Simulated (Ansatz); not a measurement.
# A workflow on SiH3I (SMILES [SiH3]I)

Wanted: a series of 40 runs (CCSD(T)/def2-TZVP, HSE06/def2-SVP, UHSE06/def2-SVP, SC-NEVPT2(4,4)/def2-TZVP, MP2/def2-TZVP, UMP2/def2-TZVP, HF/def2-SVP, UHF/def2-SVP) of H3ISi and its partners. The setting varied is the accuracy, number of roots, lower state search. 

Program for the calculation: Ansatz 0.2.0.

### 1 The system as given

SiH3I: 5 atoms, total charge 0, spin state singlet. As SMILES, `[SiH3]I`. The shape is that of a PBE0-D4/def2-TZVP optimisation.

Bond lengths: Si1–I2 2.439 Å, Si1–H3 1.481 Å, Si1–H4 1.481 Å, Si1–H5 1.481 Å. Angles: I2–Si1–H3 108.5°, I2–Si1–H4 108.5°, I2–Si1–H5 108.4°, H3–Si1–H4 110.5°, H3–Si1–H5 110.5°, H4–Si1–H5 110.5°.

### 2 Energy and gradient at CCSD(T)/def2-TZVP (density fitting with def2-universal-jkfit, core potential) (run 1)

Input file in.yaml:

```yaml
crystal:
  periodic: [false, false, false]
  atoms:
    - {symbol: Si, position_ang: [-0.165600, 0.069300, -0.077300]}
    - {symbol: I, position_ang: [1.907700, -0.923300, 0.737800]}
    - {symbol: H, position_ang: [-1.144400, 0.089000, 1.033900]}
    - {symbol: H, position_ang: [-0.671300, -0.755700, -1.198400]}
    - {symbol: H, position_ang: [0.123500, 1.447000, -0.537300]}
basis:
  gaussian:
    orbitals: def2-TZVP
    fitting: {mean_field: def2-universal-jkfit}
correlation:
  method: ccsd_t
accuracy: medium
scf:
  omitted_lower_state_checks: [cluster_reference, increment]
output: {forces: true, orbitals: {seedname: orbitals}}
```

Launch:

```
$ ansatz run in.yaml --threads 1 --pin off --max-ram 3480MiB --events-out events.jsonl --progress --plain --runs-dir runs
```

The program printed, shortened:

```text
Warning: RAYON_NUM_THREADS=1 ignored (pool sized by the plan → 1); use --threads N
Functional definition: HF
  name "HF"
[...]
400 factors; integrals over basis functions are off by at most 6.2e-1 eV
[...]
mean field -15983.56679455 eV, -587.3852456491 hartree, gradient 1.6e-6 eV, S^2 0.000000; 0 other end points of the search recorded, 0 dependent functions left out
9 core orbitals not correlated: weight in the atoms' cores, before any rotation towards them, 1.000 or more for the frozen orbitals, at most 0.000 for the correlated occupied ones
reference -15983.56679455 eV, -587.3852456491 hartree; 12, 12 occupied and 84, 84 virtual orbitals, 400 factors
second order -16.78124294 eV of doubles, -0.00000000 eV of singles
cycle   1  -16.17190159 eV  change    6.1e-1 eV  update   8.0e-2
[...]
cycle   9  -16.66061706 eV  change   -1.1e-5 eV  update   5.3e-6
perturbative correction -0.38554108 eV, -0.0141683732 hartree
[...]
Total energy: -16000.61295268 eV, -588.0116804061 hartree
Atom 0 at    -0.165600     0.069300    -0.077300 Å, force    -0.126143     0.060730    -0.049565 eV/Å
Atom 1 at     1.907700    -0.923300     0.737800 Å, force     0.067339    -0.032342     0.026431 eV/Å
Atom 2 at    -1.144400     0.089000     1.033900 Å, force     0.053491     0.000552    -0.066417 eV/Å
Atom 3 at    -0.671300    -0.755700    -1.198400 Å, force     0.025997     0.050036     0.064169 eV/Å
Atom 4 at     0.123500     1.447000    -0.537300 Å, force    -0.020684    -0.078976     0.025382 eV/Å
Dipole moment:    -0.207906     0.099523    -0.081746 e Å
Checks for a lower state left out: cluster_reference, increment
```

It took 47 s on 1 thread of Arm Neoverse V1, shared host; peak memory 0.44 GiB.

### 3 Energy and forces at CCSD(T)/def2-TZVP (core potential) (run 2)

Input file run.yaml:

```yaml
basis:
  gaussian:
    orbitals: def2-TZVP
crystal:
  periodic: [false, false, false]
  atoms:
    - symbol: Si
      position_ang: [-0.165600, 0.069300, -0.077300]
    - symbol: I
      position_ang: [1.907700, -0.923300, 0.737800]
    - symbol: H
      position_ang: [-1.144400, 0.089000, 1.033900]
    - symbol: H
      position_ang: [-0.671300, -0.755700, -1.198400]
    - symbol: H
      position_ang: [0.123500, 1.447000, -0.537300]
scf:
  omitted_lower_state_checks: [cluster_reference, increment]
correlation:
  method: ccsd_t
accuracy: medium
output:
  forces: true
  orbitals: {seedname: orbitals}
```

Launch:

```
$ ansatz run run.yaml --threads 1 --pin off --max-ram 3480MiB --events-out events.jsonl --progress --plain --runs-dir runs
```

The program printed, shortened:

```text
Warning: RAYON_NUM_THREADS=1 ignored (pool sized by the plan → 1); use --threads N
[... 2 set-up lines as earlier in the session ...]
[...]
844 factors; integrals over basis functions are off by at most 9.6e-4 eV
[...]
mean field -15983.56757843 eV, -587.3852744561 hartree, gradient 9.7e-7 eV, S^2 0.000000; 0 other end points of the search recorded, 0 dependent functions left out
9 core orbitals not correlated: weight in the atoms' cores, before any rotation towards them, 1.000 or more for the frozen orbitals, at most 0.000 for the correlated occupied ones
reference -15983.56757843 eV, -587.3852744561 hartree; 12, 12 occupied and 84, 84 virtual orbitals, 844 factors
second order -16.79098470 eV of doubles, -0.00000000 eV of singles
cycle   1  -16.17407942 eV  change    6.2e-1 eV  update   8.0e-2
[...]
cycle   9  -16.65775115 eV  change   -1.1e-5 eV  update   5.4e-6
perturbative correction -0.38523880 eV, -0.0141572649 hartree
[...]
Total energy: -16000.61056839 eV, -588.0115927848 hartree
Atom 0 at    -0.165600     0.069300    -0.077300 Å, force    -0.124825     0.060099    -0.049047 eV/Å
Atom 1 at     1.907700    -0.923300     0.737800 Å, force     0.067947    -0.032633     0.026670 eV/Å
Atom 2 at    -1.144400     0.089000     1.033900 Å, force     0.052366     0.000717    -0.065614 eV/Å
Atom 3 at    -0.671300    -0.755700    -1.198400 Å, force     0.025266     0.049498     0.063114 eV/Å
Atom 4 at     0.123500     1.447000    -0.537300 Å, force    -0.020753    -0.077681     0.024877 eV/Å
Dipole moment:    -0.207783     0.099464    -0.081697 e Å
Checks for a lower state left out: cluster_reference, increment
```

Run time: 54 s. Hardware: 1 thread of Arm Neoverse V1, shared host; peak memory 0.59 GiB.

Runs 3 to 22 aren't shown in full; the table further down has their settings and results.

### 4 The I atom: the energy at UHF/def2-SVP (density fitting with def2-universal-jkfit, core potential) (run 23)

Input file job.yaml:

```yaml
crystal:
  periodic: [false, false, false]
  atoms:
    - symbol: I
      position_ang: [0.000000, 0.000000, 0.000000]
basis:
  gaussian: {orbitals: def2-SVP, fitting: {mean_field: def2-universal-jkfit}}
hamiltonian: {xc: hf}
magnetization: {spin_polarized: true, initial_magnetization: 1}
accuracy: medium
```

Run the same way, it converges to -296.64963 Eh (log not shown).

Runs 24 to 39 aren't shown in full; the table further down has their settings and results.

### 5 The triplet: a single-point energy at UMP2/def2-TZVP (core potential) (run 40)

Input file job.yaml:

```yaml
basis:
  gaussian:
    orbitals: def2-TZVP
crystal:
  periodic: [false, false, false]
  atoms:
    - {symbol: Si, position_ang: [-0.165600, 0.069300, -0.077300]}
    - {symbol: I, position_ang: [1.907700, -0.923300, 0.737800]}
    - {symbol: H, position_ang: [-1.144400, 0.089000, 1.033900]}
    - {symbol: H, position_ang: [-0.671300, -0.755700, -1.198400]}
    - {symbol: H, position_ang: [0.123500, 1.447000, -0.537300]}
magnetization:
  spin_polarized: true
  initial_magnetization: 2
correlation:
  method: mp2
scf:
  lower_state_search: full
```

Launch:

```
$ ansatz run job.yaml --threads 1 --pin off --max-ram 3480MiB --events-out events.jsonl --progress --plain --runs-dir runs
```

The program printed, shortened:

```text
Warning: RAYON_NUM_THREADS=1 ignored (pool sized by the plan → 1); use --threads N
[... 2 set-up lines as earlier in the session ...]
[...]
844 factors; integrals over basis functions are off by at most 9.6e-4 eV
[...]
mean field -15978.17263451 eV, -587.1870139239 hartree, gradient 2.1e-10 eV, S^2 2.017902; 18 other end points of the search recorded, 0 dependent functions left out
9 core orbitals not correlated: weight in the atoms' cores, before any rotation towards them, 1.000 or more for the frozen orbitals, at most 0.000 for the correlated occupied ones
reference -15978.17263451 eV, -587.1870139239 hartree; 13, 11 occupied and 83, 85 virtual orbitals, 844 factors
second order -16.45288232 eV of doubles, -0.00000000 eV of singles
Total energy: -15994.62551683 eV, -587.7916461971 hartree
```

It took 62 s on 1 thread of Arm Neoverse V1, shared host; peak memory 0.26 GiB.

### 6 The series

| run | level | accuracy | number of roots | lower state search | partner | energy (Eh) | wall time |
| --- | --- | --- | --- | --- | --- | --- | --- |
| 1 | CCSD(T)/def2-TZVP (density fitting with def2-universal-jkfit, core potential) | medium | – | default | base | -588.011680 | 47 s |
| 2 | CCSD(T)/def2-TZVP (core potential) | medium | – | default | base | -588.011593 | 54 s |
| 3 | CCSD(T)/def2-TZVP (core potential) | high | – | default | base | -588.011593 | 2.3 min |
| 4 | HSE06/def2-SVP (density fitting with def2-universal-jkfit, core potential) | medium | – | default | base | -588.806354 | 1.1 s |
| 5 | UHSE06/def2-SVP (density fitting with def2-universal-jkfit, core potential) | medium | – | default | triplet | -588.609223 | 26 s |
| 6 | HSE06/def2-SVP (core potential) | medium | – | default | base | -588.806309 | 1.7 s |
| 7 | UHSE06/def2-SVP (core potential) | medium | – | default | triplet | -588.609183 | 31 s |
| 8 | HSE06/def2-SVP (core potential) | high | – | default | base | -588.806309 | 4.8 s |
| 9 | UHSE06/def2-SVP (core potential) | high | – | default | triplet | -588.609183 | 91 s |
| 10 | SC-NEVPT2(4,4)/def2-TZVP (core potential) | medium | 1 | default | base | -587.996840 | 12 s |
| 11 | SC-NEVPT2(4,4)/def2-TZVP (core potential, 2 states averaged) | medium | 2 | default | base | -587.890879 (average) | 50 s |
| 12 | SC-NEVPT2(4,4)/def2-TZVP (core potential, 3 states averaged) | medium | 3 | default | base | -587.859742 (average) | 77 s |
| 13 | SC-NEVPT2(4,4)/def2-TZVP (core potential, 4 states averaged) | medium | 4 | default | base | -587.820252 (average) | 25 s |
| 14 | SC-NEVPT2(4,4)/def2-TZVP (core potential, 6 states averaged) | medium | 6 | default | base | -587.748992 (average) | 30 s |
| 15 | MP2/def2-TZVP (density fitting with def2-universal-jkfit, core potential) | medium | – | default | base | -588.001945 | 0.64 s |
| 16 | UMP2/def2-TZVP (density fitting with def2-universal-jkfit, core potential) | medium | – | default | triplet | -587.791314 | 33 s |
| 17 | MP2/def2-TZVP (core potential) | medium | – | default | base | -588.002332 | 1.6 s |
| 18 | UMP2/def2-TZVP (core potential) | medium | – | default | triplet | -587.791646 | 48 s |
| 19 | MP2/def2-TZVP (core potential) | high | – | default | base | -588.002334 | 4.2 s |
| 20 | UMP2/def2-TZVP (core potential) | high | – | default | triplet | -587.791649 | 63 s |
| 21 | HF/def2-SVP (density fitting with def2-universal-jkfit, core potential) | medium | – | default | base | -587.270558 | 0.22 s |
| 22 | UHF/def2-SVP (density fitting with def2-universal-jkfit) | medium | – | default | atoms | -0.499278 | 0.06 s |
| 23 | UHF/def2-SVP (density fitting with def2-universal-jkfit, core potential) | medium | – | default | atoms | -296.649625 | 0.12 s |
| 24 | UHF/def2-SVP (density fitting with def2-universal-jkfit) | medium | – | default | atoms | -288.753135 | 0.08 s |
| 25 | HF/def2-SVP (core potential) | medium | – | default | base | -587.270573 | 0.52 s |
| 26 | UHF/def2-SVP | medium | – | default | atoms | -0.499278 | 0.04 s |
| 27 | UHF/def2-SVP (core potential) | medium | – | default | atoms | -296.649606 | 0.12 s |
| 28 | UHF/def2-SVP | medium | – | default | atoms | -288.753128 | 0.06 s |
| 29 | HF/def2-SVP (core potential) | high | – | default | base | -587.270575 | 1.2 s |
| 30 | UHF/def2-SVP | high | – | default | atoms | -0.499278 | 0.04 s |
| 31 | UHF/def2-SVP (core potential) | high | – | default | atoms | -296.649606 | 0.14 s |
| 32 | UHF/def2-SVP | high | – | default | atoms | -288.753128 | 0.08 s |
| 33 | MP2/def2-TZVP (core potential) | medium | – | off | base | -588.002332 | 1.2 s |
| 34 | UMP2/def2-TZVP (core potential) | medium | – | off | triplet | -587.791645 | 2.7 s |
| 35 | MP2/def2-TZVP (core potential) | medium | – | light | base | -588.002332 | 1.6 s |
| 36 | UMP2/def2-TZVP (core potential) | medium | – | light | triplet | -587.791646 | 49 s |
| 37 | MP2/def2-TZVP (core potential) | medium | – | standard | base | -588.002332 | 1.6 s |
| 38 | UMP2/def2-TZVP (core potential) | medium | – | standard | triplet | -587.791646 | 48 s |
| 39 | MP2/def2-TZVP (core potential) | medium | – | full | base | -588.002332 | 1.6 s |
| 40 | UMP2/def2-TZVP (core potential) | medium | – | full | triplet | -587.791646 | 62 s |

Convergence of the total energy of singlet SiH3I with the lower state search, against the last point:

```csv
lower state search,from the last (mEh),wall time
off,+0.000,1.2 s
light,+0.000,1.6 s
standard,+0.000,1.6 s
full,+0.000,1.6 s
```

Convergence of the correlation energy (9 core orbitals frozen) of singlet SiH3I with the lower state search, against the last point:

| lower state search | from the last (mEh) | wall time |
| --- | --- | --- |
| off | +0.000 | 1.2 s |
| light | +0.000 | 1.6 s |
| standard | +0.000 | 1.6 s |
| full | +0.000 | 1.6 s |

### 7 Results

| quantity | value |
| --- | --- |
| triplet, run 40: total energy | -587.79165 Eh |
| triplet, run 40: correlation energy (9 core orbitals frozen) | -604.6 mEh |
| triplet, run 40: ⟨S²⟩ of the reference determinant | 2.018 |
| electronic atomisation energy, HF/def2-SVP (run 21, accuracy medium) | 10.067 eV |
| electronic atomisation energy, HF/def2-SVP (run 25, accuracy medium) | 10.068 eV |
| electronic atomisation energy, HF/def2-SVP (run 29, accuracy high) | 10.068 eV |
| vertical energy of the triplet above the singlet, HSE06/def2-SVP (run 4, accuracy medium) | 5.364 eV |
| vertical energy of the triplet above the singlet, HSE06/def2-SVP (run 6, accuracy medium) | 5.364 eV |
| vertical energy of the triplet above the singlet, HSE06/def2-SVP (run 8, accuracy high) | 5.364 eV |
| vertical energy of the triplet above the singlet, MP2/def2-TZVP (run 15, accuracy medium) | 5.732 eV |
| vertical energy of the triplet above the singlet, MP2/def2-TZVP (run 17, accuracy medium) | 5.733 eV |

At HF/def2-SVP: taking the molecule apart into free atoms costs 10.07 eV (971 kJ/mol), before zero-point energy and without spin-orbit coupling. Hartree–Fock lacks the correlation of the bonding pairs, which as a rule makes this value much too low; in minimal bases other errors can mask that. At HF/def2-SVP: taking the molecule apart into free atoms costs 10.07 eV (232 kcal/mol), before zero-point energy and without spin-orbit coupling. At HSE06/def2-SVP: at this shape the triplet lies 5.36 eV (518 kJ/mol) above the singlet. At HSE06/def2-SVP: at this shape the triplet lies 5.36 eV (124 kcal/mol) above the singlet. At MP2/def2-TZVP: at this shape the triplet lies 5.73 eV (132 kcal/mol) above the singlet. Rows marked as averages are means over several states, not the energy of one. All runs together took 15 min, the longest 2.3 min.
